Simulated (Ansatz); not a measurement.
# NaSr2Sn3: the cost of one run

Method: DFT PBE, scalar-relativistic, plane waves, PAW, in Ansatz 0.2.0.

1 further run of the same task is left out (it didn't finish).

## (1) The structure to begin with

The structure is monoclinic, space group C2/m (No. 12). The conventional cell has a = 10.767 Å, b = 6.488 Å, c = 6.282 Å, α = 90.00°, β = 122.94°, γ = 90.00°. Na (site symmetry 2/m) is surrounded by 6 Sn at 3.14 Å. Sr (site symmetry m) has 9 Sn at 3.65 to 3.77 Å and 3 Na at 3.80 Å and 4 Sr at 3.81 to 3.95 Å as nearest neighbours. Around Sn (site symmetry -1) lie 2 Na at 3.14 Å and 4 Sn at 3.24 to 3.25 Å. Sn (site symmetry 2/m) is surrounded by 2 Na at 3.14 Å and 4 Sn at 3.25 Å.

Cell or atoms stand a little off a more symmetric structure (R-3m at a tolerance of 0.3 Å), so results at this geometry aren't those of that ideal crystal.

Coordinates:

```cif
data_structure
_symmetry_space_group_name_H-M 'C2/m'
_symmetry_Int_Tables_number 12
_cell_length_a 10.7674
_cell_length_b 6.4883
_cell_length_c 6.2820
_cell_angle_alpha 90.000
_cell_angle_beta 122.940
_cell_angle_gamma 90.000
_cell_volume 368.32
loop_
_atom_site_label
_atom_site_type_symbol
_atom_site_symmetry_multiplicity
_atom_site_Wyckoff_symbol
_atom_site_fract_x
_atom_site_fract_y
_atom_site_fract_z
_atom_site_occupancy
Na1 Na 2 b 0.50000 0.00000 0.00000 1
Sr1 Sr 4 i 0.12592 0.00000 0.37398 1
Sn1 Sn 4 e 0.25000 0.25000 0.00000 1
Sn2 Sn 2 d 0.50000 0.00000 0.50000 1
```

It is the end of an earlier relaxation with the same method, from a generated guess; it needn't be the stable form of this composition. At a tolerance of 0.05 Å it has space group R-3m (No. 166); it has 30.69 Å³/atom, an uncorrected energy of -0.45 eV/atom over the elements.

## (2) Bands, states and charges

input.yaml reads:

```yaml
crystal:
  lattice:
    - [5.3835325327, -3.2441282657, -0.04151676]
    - [5.3835325327, 3.2441282657, -0.04151676]
    - [-3.3751743192, 0.0, 5.2982726984]
  atoms:
    - { symbol: Na, position: [0.5, 0.5, 0.0] }
    - { symbol: Sr, position: [0.1259204797, 0.1259204797, 0.3739824234] }
    - { symbol: Sr, position: [0.8740795203, 0.8740795203, 0.6260175766] }
    - { symbol: Sn, position: [0.0, 0.5, 0.0] }
    - { symbol: Sn, position: [0.5, 0.0, 0.0] }
    - { symbol: Sn, position: [0.5, 0.5, 0.5] }
basis:
  ecutwfc: 420
kpoints:
  mp_grid: { grid: [8, 8, 8] }
  band_path:
    path:
      - [[0.0, 0.0, 0.0], [-0.37888605, 0.37888605, 0.0]]
      - [[-0.62111395, -0.37888605, 0.0], [-0.5, -0.5, 0.0], [0.0, 0.0, 0.0], [-0.5, -0.5, 0.5], [-0.74123796, -0.25876204, 0.5]]
      - [[-0.25876204, 0.25876204, 0.5], [0.0, 0.0, 0.5], [0.0, 0.0, 0.0]]
      - [[-0.5, 0.0, 0.5], [0.0, 0.0, 0.0], [-0.5, 0.0, 0.0]]
    npoints: 14
hamiltonian:
  xc: pbe
scf:
  occupations: { method: gaussian, width: 0.1 }
  n_extra_bands: 15
output:
  forces: true
  stress: true
  eigenvalues: true
  populations: true
  dos: { projected: true, de: 0.02, nscf_kmesh: { grid: [10, 10, 10] } }
  bader: true
  write_density: true
  write_potential: true
  elf: true
  volumetric_format: npy
```

Run with:

```bash
$ ansatz run input.yaml --threads 4 --pin off --max-ram 8192MiB --backend cpu --events-out ev --progress --plain --runs-dir out
```

**Question.** How long does this run take on 4 threads of Intel Xeon Platinum 8488C (Sapphire Rapids), shared host, and how much memory does it need?

About 50 s, with a peak of 1.9 GiB.
